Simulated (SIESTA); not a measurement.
# Ta4O: band structure with PBE

Crystal: Ta4O.

```
Ta O
1.0
     3.25750    0.00000    0.00000
     0.00000    3.25750    0.00000
     0.00000    0.00000    7.40934
Ta O
4 1
Cartesian
  0.0000 0.0000 0.0000
  1.6287 1.6287 1.6067
  1.6287 1.6287 5.8027
  0.0000 0.0000 3.7047
  1.6287 1.6287 3.7047
```

The cell comes from a database or a generator and needn't be the stable form of this composition.

```
Program             : SIESTA 5.4.2
Task                : band structure
Functional          : PBE
Potentials or basis : PseudoDojo 0.4 standard (PBE files)
Basis               : DZP (energy shift 0.003 Ry; two zetas on semicore shells)
Grid cutoff         : 800 Ry
Energy shift        : 0.003 Ry
k mesh              : 8 × 8 × 4
Occupations         : fermi-dirac, width 0.05 eV
Spin                : no spin polarisation
```

| Quantity | Value |
| --- | --- |
| Pressure | 1.3 GPa |
| Largest force | 0.267 eV/Å |
| Band gap on the k mesh | none (metal or under the smearing width) |

Forces on the atoms (eV/Å):
```
Ta   0.000  0.000  0.000
Ta   0.000  0.000 -0.267
Ta   0.000  0.000  0.267
Ta   0.000  0.000  0.000
O    0.000  0.000  0.000
```

Stress tensor (GPa, compression positive):
```
1.05 0.00 0.00
0.00 1.05 0.00
0.00 0.00 1.69
```

Levels at the corners of the path, in eV from the Fermi level:
| point | band 26 | band 27 | band 28 | band 29 | band 30 | band 31 | band 32 | band 33 |
| --- | --- | --- | --- | --- | --- | --- | --- | --- |
| Γ | -1.52 | -0.51 | -0.51 | -0.25 | 0.44 | 1.04 | 1.04 | 1.30 |
| X | -1.11 | -0.96 | -0.66 | 0.20 | 0.84 | 0.94 | 1.36 | 1.77 |
| M | -1.54 | -1.54 | -0.70 | -0.70 | 1.53 | 2.45 | 2.88 | 2.88 |
| Γ | -1.52 | -0.51 | -0.51 | -0.25 | 0.44 | 1.04 | 1.04 | 1.30 |
| Z | -0.57 | -0.57 | -0.57 | 0.09 | 0.68 | 0.68 | 0.70 | 1.08 |
| R | -1.21 | -1.02 | -0.67 | -0.45 | 0.94 | 1.32 | 1.62 | 1.85 |
| A | -1.74 | -1.74 | 0.00 | 0.00 | 1.53 | 1.97 | 1.97 | 2.89 |
| Z | -0.57 | -0.57 | -0.57 | 0.09 | 0.68 | 0.68 | 0.70 | 1.08 |
| X | -1.11 | -0.96 | -0.66 | 0.20 | 0.84 | 0.94 | 1.36 | 1.77 |
| R | -1.21 | -1.02 | -0.67 | -0.45 | 0.94 | 1.32 | 1.62 | 1.85 |
| M | -1.54 | -1.54 | -0.70 | -0.70 | 1.53 | 2.45 | 2.88 | 2.88 |
| A | -1.74 | -1.74 | 0.00 | 0.00 | 1.53 | 1.97 | 1.97 | 2.89 |

Wall time 3.5 min on 1 thread of AMD EPYC 7R32 (Zen 2), on a shared host, peak memory 0.62 GiB.

Caveat: short orbitals over semicore shells can move pressures by several GPa; spin-orbit coupling is left out, which moves the levels of the heavy elements; the basis of atomic orbitals isn't converged, which shifts pressures, moduli and gaps.
